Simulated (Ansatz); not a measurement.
Consider a test of scalar relativity of AsBH₄, SMILES B[AsH2] (the Ansatz DFT code, driven from Python).

Contents of `asbh4.xyz`:
```text
6

B     0.07240   -0.95250    0.16010
As    0.59310    1.03960    0.31080
H    -1.09100   -1.23490    0.47450
H     0.84310   -1.69470   -0.30610
H     0.49720    1.25020   -1.25150
H    -0.87270    1.52830    0.56600
```

`x2c_asbh4.py`
```python
"""AsBH4 with and without the spin-free two-component Hamiltonian."""

import ansatz as az
import numpy as np

XC = "hf"


def main() -> None:
    molecule = az.Crystal.molecule_from_extxyz("asbh4.xyz")

    model = molecule.calculation().functional(XC).forces()
    # a set contracted for a scalar-relativistic Hamiltonian goes with the relativistic run
    sets = {"none": "cc-pVTZ", "scalar": "cc-pVTZ-DK"}
    found = {kind: model.basis(gaussian=basis).pseudopotentials(relativity=kind).run(threads=1).report for kind, basis in sets.items()}
    for kind, each in found.items():
        dipole = 4.803205 * np.linalg.norm(each["charge_distribution"]["dipole_moment_e_ang"])
        print(f"{kind:7s} E = {each['free_energy_ev']:.4f} eV  dipole {dipole:.3f} D  largest force component {np.abs(each['forces_ev_ang']).max():.4f} eV/A")
    print(f"relativity lowers the total energy by {found['none']['free_energy_ev'] - found['scalar']['free_energy_ev']:.3f} eV")


if __name__ == "__main__":
    main()
```

What does scalar relativity change in the total energy and in the dipole?

The total moves by -674.7 eV, nearly all in the cores, and the dipole from 0.80 to 0.77 D.

The output:

```console
$ python x2c_asbh4.py
none    E = -61531.0430 eV  dipole 0.796 D  largest force component 1.4446 eV/A
scalar  E = -62205.7464 eV  dipole 0.767 D  largest force component 1.4661 eV/A
relativity lowers the total energy by 674.703 eV
```

Total energies depend on the basis set; only differences at equal settings carry meaning. The geometry is a force-field or estimated start, not a minimum of this method. The basis set changes with the Hamiltonian (a set recontracted for scalar relativity), and most of the change in the total lies in the cores. Finished in 7.6 s on 1 thread of AMD EPYC 7R43 64-Core Processor (Zen 3) (shared host), peak memory 0.29 GiB.
